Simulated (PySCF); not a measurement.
# HC(SnH3)3: geometry, NMR shifts and electronic excitations

What NMR shifts and electronic excitations should HC(SnH3)3 show?

Computed with PySCF 2.14.0, with density-fitted response routines of our own, on a single molecule in the gas phase. Atoms are numbered from 0 throughout.

## 1. The starting structure

14 atoms, charge 0, multiplicity 1; geometry from: GFN2-xTB. The atoms were then displaced at random by about 0.03 Å, so the start is not that level's minimum.

Bonds of the start (Å): C0–Sn1 2.14, C0–Sn2 2.29, C0–Sn3 2.11, C0–H4 1.09, Sn1–H5 1.68, Sn1–H6 1.68, Sn1–H7 1.66, Sn2–H8 1.60, Sn2–H9 1.66, Sn2–H10 1.62, Sn3–H11 1.69, Sn3–H12 1.51, Sn3–H13 1.66.

## 2. Geometry optimisation at PBE0-D3(BJ)/def2-SVP

What the job is given:

```
{"job": {"xc": "PBE0", "basis": "def2-SVP", "d3": "d3bj", "grid": 1, "maxiter": 40, "shake": 0.03, "kind": "geom"}, "charge": 0, "multiplicity": 1}
C     -0.281510    -0.185150     0.386270
Sn     1.116660     1.151530     1.298510
Sn    -1.551640     0.872790    -1.195620
Sn     0.586040    -1.993070    -0.283780
H     -1.065480    -0.371480     1.127250
H      0.440470     2.637270     1.694550
H      2.434010     1.435500     0.286990
H      1.755180     0.468510     2.669770
H     -0.746600     0.792990    -2.580830
H     -1.715200     2.476430    -0.781720
H     -2.999120     0.139960    -1.256300
H     -0.527470    -2.767700    -1.296750
H      1.837570    -1.733370    -1.084340
H      0.697670    -2.968030     1.059240
```

Started as:

```console
$ OMP_NUM_THREADS=1 python probes_run.py task.json out
```

This one command runs all jobs of the session in turn.

Output:

```text
step   0  E = -686.82009698  max force = 0.070556
step   1  E = -686.84586648  max force = 0.011506
step   2  E = -686.84895739  max force = 0.005686
step   3  E = -686.84963638  max force = 0.002001
step   4  E = -686.84978145  max force = 0.001228
step   5  E = -686.84982802  max force = 0.000386
step   6  E = -686.84985982  max force = 0.000544
step   7  E = -686.84989121  max force = 0.000728
step   8  E = -686.84993971  max force = 0.001126
step   9  E = -686.84997928  max force = 0.001223
step  10  E = -686.85001701  max force = 0.000949
step  11  E = -686.85006427  max force = 0.000946
step  12  E = -686.85009737  max force = 0.000524
step  13  E = -686.85010292  max force = 0.000150
optimisation converged
```

Wall time 5.9 min (1 thread of Arm Neoverse N1, shared host); peak memory 0.56 GiB.

Relaxation path:

| step | energy from step 0 (eV) | largest force component (eV/Å) |
| --- | --- | --- |
| 0 | 0.0000 | 3.6281 |
| 1 | -0.7012 | 0.5917 |
| 2 | -0.7853 | 0.2924 |
| 3 | -0.8038 | 0.1029 |
| 4 | -0.8078 | 0.0631 |
| 5 | -0.8090 | 0.0198 |
| 6 | -0.8099 | 0.0280 |
| 7 | -0.8107 | 0.0374 |
| 8 | -0.8121 | 0.0579 |
| 9 | -0.8131 | 0.0629 |
| 10 | -0.8142 | 0.0488 |
| 11 | -0.8155 | 0.0486 |
| 12 | -0.8164 | 0.0269 |
| 13 | -0.8165 | 0.0077 |

Distances of close pairs at the start and the end, largest changes first:

| bond | before (Å) | after (Å) | change (Å) |
| --- | --- | --- | --- |
| Sn3–H12 | 1.508 | 1.715 | +0.207 |
| C0–Sn2 | 2.288 | 2.161 | -0.127 |
| Sn2–H8 | 1.604 | 1.715 | +0.111 |
| Sn2–H10 | 1.624 | 1.716 | +0.092 |
| Sn1–H7 | 1.660 | 1.718 | +0.058 |
| Sn2–H9 | 1.664 | 1.718 | +0.054 |
| Sn3–H13 | 1.663 | 1.716 | +0.052 |
| C0–Sn3 | 2.114 | 2.160 | +0.046 |

The end geometry stands in the next job.

| at the end point | value |
| --- | --- |
| rotational constants (GHz, main isotopes) | 0.613, 0.613, 0.314 |
| dipole moment (D) | 0.63 |

## 3. NMR shieldings: PBE0/def2-TZVP+pcSseg-1

What the job is given:

```
{"job": {"kind": "nmr", "xc": "PBE0", "basis": {"default": "pcSseg-1", "Sn": "def2-TZVP"}}, "charge": 0, "multiplicity": 1}
C     -0.385877    -0.095064     0.415482
Sn     1.137999     1.187534     1.251747
Sn    -1.430270     0.855485    -1.219596
Sn     0.404943    -2.025536    -0.144881
H     -1.131128    -0.271890     1.209845
H      0.400856     2.428346     2.178839
H      2.034621     1.883844    -0.034641
H      2.195904     0.271630     2.248221
H     -0.470293     0.735311    -2.636241
H     -1.700027     2.513429    -0.859073
H     -2.933748     0.069001    -1.473730
H     -0.751097    -2.886102    -1.079800
H      1.823059    -1.785948    -1.079181
H      0.785639    -2.923861     1.266249
```

Method: GIAO PBE0/pcSseg-1 Sn:def2-TZVP NMR shielding, scalar relativity only through core potentials, gas phase.

Output:

```text
coarse grid: 53984 points
cycle   1  E = -682.7934621239  dE = -1.073e+02  |g| = 4.501e+00  |ddm| = 5.420e+01
cycle   2  E = -673.1633507830  dE =  9.630e+00  |g| = 8.179e+00  |ddm| = 2.427e+01
cycle   3  E = -686.1751835791  dE = -1.301e+01  |g| = 1.762e+00  |ddm| = 2.131e+01
cycle   4  E = -686.5004657485  dE = -3.253e-01  |g| = 1.157e+00  |ddm| = 2.626e+00
cycle   5  E = -686.8837100507  dE = -3.832e-01  |g| = 1.233e-01  |ddm| = 1.363e+00
cycle   6  E = -686.8868123980  dE = -3.102e-03  |g| = 5.603e-02  |ddm| = 1.661e-01
cycle   7  E = -686.8875811611  dE = -7.688e-04  |g| = 4.379e-03  |ddm| = 5.341e-02
cycle   8  E = -686.8875843828  dE = -3.222e-06  |g| = 1.854e-03  |ddm| = 6.524e-03
final grid: 107064 points
cycle   9  E = -686.8875644690  dE =  3.710e-09  |g| = 1.954e-03  |ddm| = 4.396e-03
cycle  10  E = -686.8875641834  dE =  2.856e-07  |g| = 2.222e-03  |ddm| = 4.041e-03
cycle  11  E = -686.8875652550  dE = -1.072e-06  |g| = 3.815e-04  |ddm| = 2.316e-03
cycle  12  E = -686.8875652929  dE = -3.795e-08  |g| = 2.756e-05  |ddm| = 3.446e-04
cycle  13  E = -686.8875652931  dE = -1.585e-10  |g| = 4.549e-06  |ddm| = 3.157e-05
converged SCF energy = -686.8875652931

GIAO shielding tensors (ppm)
atom      isotropic    diamagn.    paramagn.     s11        s22        s33       span
  0 C      216.523     253.007     -36.484    210.650    211.365    227.553     16.902
  1 Sn         nan         nan         nan        nan        nan        nan        nan
  2 Sn         nan         nan         nan        nan        nan        nan        nan
  3 Sn         nan         nan         nan        nan        nan        nan        nan
  4 H       32.117      30.894       1.223     26.772     26.797     42.781     16.009
  5 H       26.416      27.934      -1.519     18.136     20.267     40.844     22.707
  6 H       26.701      28.592      -1.891     18.767     21.596     39.742     20.975
  7 H       26.439      28.077      -1.638     17.624     21.390     40.305     22.681
  8 H       26.702      28.584      -1.881     18.798     21.553     39.756     20.958
  9 H       26.442      28.070      -1.629     17.646     21.370     40.308     22.662
 10 H       26.422      27.941      -1.518     18.134     20.291     40.842     22.708
 11 H       26.441      28.053      -1.612     17.681     21.284     40.359     22.678
 12 H       26.712      28.601      -1.889     18.864     21.517     39.756     20.892
 13 H       26.428      27.950      -1.522     18.116     20.358     40.811     22.695
```

Wall time 88 s (1 thread of Arm Neoverse N1, shared host); peak memory 1.1 GiB.

Shifts follow as δ = σ(reference) − σ, with reference shieldings (ppm) from runs at the same level and on the same kind of geometry: ¹H TMS 31.27, ¹³C TMS 184.4. The references are single molecules in the gas phase. Atoms listed in one row are averaged.

| atoms | environment | σ (ppm) | δ (ppm) |
| --- | --- | --- | --- |
| C0 | carbon bonded to 3 Sn, H | 216.5 | -32.1 |
| H5, H6, H7, H8, H9 and 4 more | hydrogen on a Sn bonded to C | 26.52 | 4.74 |
| H4 | hydrogen on a carbon bonded to 3 Sn | 32.12 | -0.85 |

Atoms past Kr carry core potentials, so their printed shieldings have no meaning and are left out of the table.

Charges from the same density, by scheme (e):

| atoms | Mulliken | ESP fit |
| --- | --- | --- |
| C0 | -0.87 | -0.41 |
| Sn1, Sn2, Sn3 | 0.37 | 0.35 |

Mayer bond orders: C0–Sn1 0.89, C0–Sn2 0.89, C0–Sn3 0.89.

With diffuse functions Mulliken charges and Mayer bond orders lose their meaning; the other schemes are steadier.

The fields below are evaluated on a grid from the run's orbitals.

Frontier orbitals at PBE0/def2-TZVP+pcSseg-1, with the share of their density that lies nearest to each atom:

| orbital | energy (eV) | lies on |
| --- | --- | --- |
| HOMO | -7.93 | C0 37 %; H11 12 %; Sn1 11 % |
| LUMO | -0.62 | C0 14 %; H4 11 %; 6 H atoms about 7 % each |

ELF in a plane through or near 6 of the atoms.

Values, 10 rows by 14 columns:
```
0.00 0.00 0.00 0.00 0.00 0.00 0.00 0.00 0.00 0.00 0.00 0.00 0.00 0.00
0.00 0.00 0.00 0.00 0.00 0.08 0.12 0.02 0.04 0.09 0.00 0.00 0.00 0.00
0.00 0.00 0.00 0.00 0.09 0.73 0.58 0.24 0.84 1.00 0.90 0.01 0.00 0.00
0.00 0.00 0.00 0.00 0.01 0.27 0.38 0.06 0.29 1.00 0.86 0.01 0.00 0.00
0.00 0.02 0.97 1.00 0.65 0.07 0.43 0.41 0.26 0.02 0.02 0.02 0.00 0.00
0.00 0.09 0.98 0.95 0.26 0.51 0.74 0.77 0.24 0.37 0.57 0.86 0.28 0.00
0.00 0.00 0.05 0.25 0.32 0.53 0.23 0.21 0.36 0.73 0.25 0.39 0.08 0.00
0.00 0.00 0.01 0.42 0.79 0.57 0.03 0.35 1.00 0.99 0.35 0.02 0.00 0.00
0.00 0.00 0.00 0.01 0.08 0.04 0.00 0.14 0.98 0.97 0.15 0.00 0.00 0.00
0.00 0.00 0.00 0.00 0.00 0.00 0.00 0.00 0.00 0.00 0.00 0.00 0.00 0.00
```
The map spans 11.5 Å across and 11.2 Å up, centred on the molecule. Atoms in the plane (x, y in Å): Sn1 (0.1, 2.1), Sn2 (-1.8, -0.9), Sn3 (1.7, -1.1), H7 (1.7, 2.6), H9 (-3.2, 0.2), H11 (1.5, -2.8).

log10 of the density (e/Å³) in the same plane.

Ten even steps from ' ' (-4.0) to '@' (1.4):
```
                                                        
                    ..................                  
                ..::::------------::::::....            
              ..::--==================--::::..          
            ..::--==++++**************++==--::          
            ..::--==++**##%%%%########++==--::..        
        ..::::::--==++**%%@@@@@@##****++==--::..        
    ..::----------====++##%%@@##**++++==--::::..        
  ..::--==++++++++==++++********++++====----::::..      
  ..::==++**####**********####****++++++======--::..    
  ..::--++**######@@%%############%%##******++==--::..  
  ..::--==++**##@@@@@@%%********%%@@@@%%****++==--::..  
    ..::--==++**##%%%%##++++++**##@@@@##**++==--::..    
      ..--==++++******++++==++++**####**++====--::..    
      ..::--====++++++====--==++**##**++====--::..      
        ..::----======------==++****++++==--::..        
          ..::::::::::::::::----======--::::..          
              ........    ....::::::::::....            
                                ......                  
                                                        
```
The map spans 11.5 Å across and 11.2 Å up, centred on the molecule. Atoms in the plane (x, y in Å): Sn1 (0.1, 2.1), Sn2 (-1.8, -0.9), Sn3 (1.7, -1.1), H7 (1.7, 2.6), H9 (-3.2, 0.2), H11 (1.5, -2.8).

On the surface of density 0.002 e/bohr³ the electrostatic potential runs, from the 1st to the 99th percentile, from -0.01 to 1.23 V.

## 4. TDDFT and polarisability: wB97X-D/def2-SVPD

The job, as its differences from that of step 3:

```diff
@@ -1,2 +1,2 @@
-{"job": {"kind": "nmr", "xc": "PBE0", "basis": {"default": "pcSseg-1", "Sn": "def2-TZVP"}}, "charge": 0, "multiplicity": 1}
+{"job": {"kind": "uv", "xc": "wB97X-D", "basis": "def2-SVPD", "ip": true, "nstates": 10}, "charge": 0, "multiplicity": 1}
 C     -0.385877    -0.095064     0.415482
```

Method: TDDFT wB97X-D/def2-SVPD, vertical, gas phase, core orbitals frozen in the response.

Output:

```text
coarse grid: 53984 points
cycle   1  E = -683.6185175196  dE = -6.817e+01  |g| = 3.971e+00  |ddm| = 1.930e+01
cycle   2  E = -681.7660763810  dE =  1.852e+00  |g| = 4.382e+00  |ddm| = 8.915e+01
cycle   3  E = -686.4820929160  dE = -4.716e+00  |g| = 1.441e+00  |ddm| = 8.986e+01
cycle   4  E = -687.0534129884  dE = -5.713e-01  |g| = 3.418e-01  |ddm| = 2.079e+00
cycle   5  E = -687.0895101758  dE = -3.610e-02  |g| = 4.687e-02  |ddm| = 8.882e-01
cycle   6  E = -687.0903510487  dE = -8.409e-04  |g| = 1.144e-02  |ddm| = 2.460e-01
cycle   7  E = -687.0904074012  dE = -5.635e-05  |g| = 1.331e-03  |ddm| = 4.327e-02
cycle   8  E = -687.0904083755  dE = -9.742e-07  |g| = 5.677e-04  |ddm| = 4.117e-03
final grid: 107064 points
cycle   9  E = -687.0818784501  dE = -1.653e-05  |g| = 2.017e-03  |ddm| = 1.262e-02
cycle  10  E = -687.0818786253  dE = -1.753e-07  |g| = 1.561e-03  |ddm| = 5.942e-03
cycle  11  E = -687.0818791445  dE = -5.192e-07  |g| = 3.482e-04  |ddm| = 2.394e-03
cycle  12  E = -687.0818791775  dE = -3.302e-08  |g| = 3.114e-05  |ddm| = 4.982e-04
cycle  13  E = -687.0818791780  dE = -5.441e-10  |g| = 8.332e-06  |ddm| = 1.069e-04
converged SCF energy = -687.0818791780

Static polarisability (au): isotropic 137.752, principal 115.717 148.738 148.801

Singlet excitations
state   eV       nm        f      main configurations
  1   6.6472    186.5   0.18231   H->L 0.93
  2   6.6511    186.4   0.18328   H-1->L 0.93
  3   7.2806    170.3   0.21116   H-1->L+1 0.82
  4   7.2818    170.3   0.22104   H->L+1 0.82
  5   7.4333    166.8   0.00581   H-1->L+2 0.23, H->L+3 0.22, H-1->L+4 0.16
  6   7.4903    165.5   0.00091   H->L+2 0.21, H-2->L 0.20, H->L+4 0.17
  7   7.5609    164.0   0.04909   H-1->L+4 0.28, H->L+3 0.16, H->L+5 0.13
  8   7.5657    163.9   0.04581   H-1->L+5 0.25, H->L+4 0.18, H-1->L+3 0.15
  9   7.6248    162.6   0.00250   H->L+5 0.23, H-3->L 0.22, H->L+2 0.12
 10   7.6488    162.1   0.02040   H->L+3 0.24, H-1->L+2 0.19, H-1->L+4 0.17

Triplet excitations (Tamm-Dancoff, eV): 6.1057 6.1094 6.8794 6.8868
Vertical ionisation energy (delta-SCF) = 9.5927 eV
```

Wall time 5.9 min (1 thread of Arm Neoverse N1, shared host); peak memory 1.1 GiB.

The orbitals next to the gap, with their largest atomic shares:

| orbital | eV | atoms |
| --- | --- | --- |
| HOMO−3 | -10.71 | C0 15 %, Sn1 12 %, H6 12 % |
| HOMO−2 | -10.66 | Sn3 15 %, Sn2 14 %, Sn1 14 % |
| HOMO−1 | -9.70 | C0 37 %, Sn2 16 %, Sn3 13 % |
| HOMO | -9.69 | C0 36 %, Sn1 17 %, Sn3 10 % |
| LUMO | 1.07 | Sn1 16 %, Sn3 16 %, Sn2 16 % |
| LUMO+1 | 1.21 | Sn1 19 %, Sn3 19 %, Sn2 19 % |
| LUMO+2 | 1.64 | Sn1 28 %, Sn2 20 %, H5 8 % |

With each of the 10 states as a Gaussian band of 0.4 eV half-width at 1/e, the curve within the window shown has maxima at 170 nm (ε 22,000) L/(mol cm). Beyond the last state computed it falls off for lack of states. The curve at chosen wavelengths:

```json
{"nm": "156", "ε (L/mol/cm)": "3175"}
{"nm": "158", "ε (L/mol/cm)": "5477"}
{"nm": "160", "ε (L/mol/cm)": "8543"}
{"nm": "162", "ε (L/mol/cm)": "12136"}
{"nm": "164", "ε (L/mol/cm)": "15787"}
{"nm": "166", "ε (L/mol/cm)": "18901"}
{"nm": "168", "ε (L/mol/cm)": "20951"}
{"nm": "170", "ε (L/mol/cm)": "21690"}
{"nm": "172", "ε (L/mol/cm)": "21258"}
{"nm": "174", "ε (L/mol/cm)": "20115"}
{"nm": "176", "ε (L/mol/cm)": "18830"}
{"nm": "178", "ε (L/mol/cm)": "17843"}
{"nm": "180", "ε (L/mol/cm)": "17313"}
{"nm": "181", "ε (L/mol/cm)": "17188"}
{"nm": "183", "ε (L/mol/cm)": "17041"}
{"nm": "185", "ε (L/mol/cm)": "16750"}
{"nm": "187", "ε (L/mol/cm)": "16040"}
{"nm": "189", "ε (L/mol/cm)": "14789"}
{"nm": "191", "ε (L/mol/cm)": "13048"}
{"nm": "193", "ε (L/mol/cm)": "10987"}
{"nm": "195", "ε (L/mol/cm)": "8829"}
{"nm": "197", "ε (L/mol/cm)": "6778"}
{"nm": "199", "ε (L/mol/cm)": "4982"}
{"nm": "201", "ε (L/mol/cm)": "3512"}
{"nm": "203", "ε (L/mol/cm)": "2381"}
{"nm": "205", "ε (L/mol/cm)": "1556"}
```

Leading natural transition orbitals of singlet state 4: the hole lies on C0 41 %; Sn1 12 %; H10, H11 about 8 % each; the particle on 6 H atoms about 9 % each; H6, H7, H12 about 7 % each; Sn1, Sn2, Sn3 about 6 % each.

Leading natural transition orbitals of singlet state 1: the hole lies on C0 41 %; Sn1 11 %; H11 11 %; the particle on C0 14 %; H4 13 %; 6 H atoms about 6 % each.

Further results of this job:

| property | computed |
| --- | --- |
| dipole moment (D) | 0.64 |
| polarisability (Å³) | 20.41 |
| HOMO–LUMO gap (eV) | 10.76 |
| −ε(HOMO) (eV) | 9.69 |

## 5. NMR shieldings: wB97X-D/def2-TZVP+pcSseg-1

The job, as its differences from that of step 4:

```diff
@@ -1,2 +1,2 @@
-{"job": {"kind": "uv", "xc": "wB97X-D", "basis": "def2-SVPD", "ip": true, "nstates": 10}, "charge": 0, "multiplicity": 1}
+{"job": {"kind": "nmr", "xc": "wB97X-D", "basis": {"default": "pcSseg-1", "Sn": "def2-TZVP"}, "pop": false}, "charge": 0, "multiplicity": 1}
 C     -0.385877    -0.095064     0.415482
```

Method: GIAO wB97X-D/pcSseg-1 Sn:def2-TZVP NMR shielding, scalar relativity only through core potentials, gas phase.

Output:

```text
coarse grid: 53984 points
cycle   1  E = -684.0256043360  dE = -1.086e+02  |g| = 4.033e+00  |ddm| = 5.442e+01
cycle   2  E = -683.7387540901  dE =  2.869e-01  |g| = 4.714e+00  |ddm| = 1.139e+01
cycle   3  E = -687.0547632293  dE = -3.316e+00  |g| = 6.170e-01  |ddm| = 5.912e+00
cycle   4  E = -687.0876713421  dE = -3.291e-02  |g| = 4.545e-01  |ddm| = 8.109e-01
cycle   5  E = -687.1402598119  dE = -5.259e-02  |g| = 1.789e-02  |ddm| = 4.268e-01
cycle   6  E = -687.1403995977  dE = -1.398e-04  |g| = 7.595e-03  |ddm| = 4.529e-02
cycle   7  E = -687.1404151611  dE = -1.556e-05  |g| = 1.615e-03  |ddm| = 1.129e-02
cycle   8  E = -687.1404163531  dE = -1.192e-06  |g| = 4.493e-04  |ddm| = 3.880e-03
final grid: 107064 points
cycle   9  E = -687.1322354450  dE = -2.911e-05  |g| = 2.524e-03  |ddm| = 2.763e-02
cycle  10  E = -687.1322357773  dE = -3.323e-07  |g| = 1.910e-03  |ddm| = 4.279e-03
cycle  11  E = -687.1322362678  dE = -4.905e-07  |g| = 2.315e-04  |ddm| = 2.088e-03
cycle  12  E = -687.1322362799  dE = -1.206e-08  |g| = 9.366e-05  |ddm| = 2.683e-04
cycle  13  E = -687.1322362824  dE = -2.505e-09  |g| = 1.181e-05  |ddm| = 1.105e-04
cycle  14  E = -687.1322362824  dE = -7.594e-11  |g| = 4.874e-06  |ddm| = 3.099e-05
converged SCF energy = -687.1322362824

GIAO shielding tensors (ppm)
atom      isotropic    diamagn.    paramagn.     s11        s22        s33       span
  0 C      220.268     253.028     -32.761    213.939    214.657    232.207     18.268
  1 Sn         nan         nan         nan        nan        nan        nan        nan
  2 Sn         nan         nan         nan        nan        nan        nan        nan
  3 Sn         nan         nan         nan        nan        nan        nan        nan
  4 H       32.495      31.126       1.368     27.083     27.107     43.294     16.212
  5 H       26.632      28.134      -1.502     18.375     20.491     41.029     22.654
  6 H       26.888      28.829      -1.942     18.949     21.773     39.940     20.991
  7 H       26.657      28.300      -1.642     17.860     21.616     40.497     22.637
  8 H       26.888      28.820      -1.932     18.979     21.730     39.954     20.975
  9 H       26.661      28.294      -1.633     17.885     21.597     40.502     22.618
 10 H       26.639      28.142      -1.503     18.373     20.518     41.027     22.654
 11 H       26.661      28.274      -1.612     17.920     21.512     40.552     22.633
 12 H       26.898      28.836      -1.938     19.044     21.694     39.955     20.911
 13 H       26.642      28.152      -1.509     18.351     20.582     40.994     22.644
```

Run time: 93 s. Hardware: 1 thread of Arm Neoverse N1, shared host; peak memory 1.1 GiB.

This run: δ C0 -35.7, H5 4.65, H4 -1.11 ppm (means over like atoms).

## 6. Side by side: NMR shifts

Shifts (ppm), means over like atoms, with basis size and wall time:

| run | C0 | H5 | H4 | functions | time |
| --- | --- | --- | --- | --- | --- |
| PBE0/def2-TZVP+pcSseg-1 | -32.1 | 4.74 | -0.85 | 217 | 88 s |
| wB97X-D/def2-TZVP+pcSseg-1 | -35.7 | 4.65 | -1.11 | 217 | 93 s |

## 7. What came out

| quantity | value |
| --- | --- |
| rotational constants (main isotopes) | 0.61, 0.61, 0.31 GHz |
| ¹³C shifts against TMS (PBE0/def2-TZVP+pcSseg-1) | -32.1 ppm |
| ¹H shifts against TMS (PBE0/def2-TZVP+pcSseg-1, means over atoms taken as alike) | 4.74, -0.85 ppm |
| surface potential, 1st and 99th percentile | -0.01 V and 1.23 V |
| lowest singlet (wB97X-D/def2-SVPD) | 6.65 eV (187 nm), f = 0.182 |
| brightest single state of those computed | state 4, 7.28 eV, f = 0.221 |
| lowest triplet | 6.11 eV |
| vertical ionisation energy (ΔSCF) | 9.59 eV |
| range of the shift of C0 | -35.7 to -32.1 ppm |

**Reading.** The start was shaken at random, so part of the energy gained undoes that. Over 13 steps the energy fell by 0.817 eV; of the close pairs, Sn3–H12 changed most, 1.508 to 1.715 Å. The lowest singlet, at 6.65 eV, is HOMO→LUMO 0.93 and is bright; of the 10 states computed, the strongest absorption comes from states 3 to 4 together at 7.28 eV. The lowest triplet lies 0.54 eV below the lowest singlet (triplets in Tamm-Dancoff, singlets in full TDDFT). Spin-orbit coupling, left out, mixes singlets and triplets in elements this heavy. ΔSCF puts the ionisation energy at 9.59 eV, 0.10 eV below −ε(HOMO). In ppm, C0 moves most: its shift spreads over 3.6 ppm, from -35.7 (wB97X-D/def2-TZVP+pcSseg-1) to -32.1 (PBE0/def2-TZVP+pcSseg-1). Spin-orbit coupling is left out, which matters for shieldings and couplings at and beside the heavy atoms.
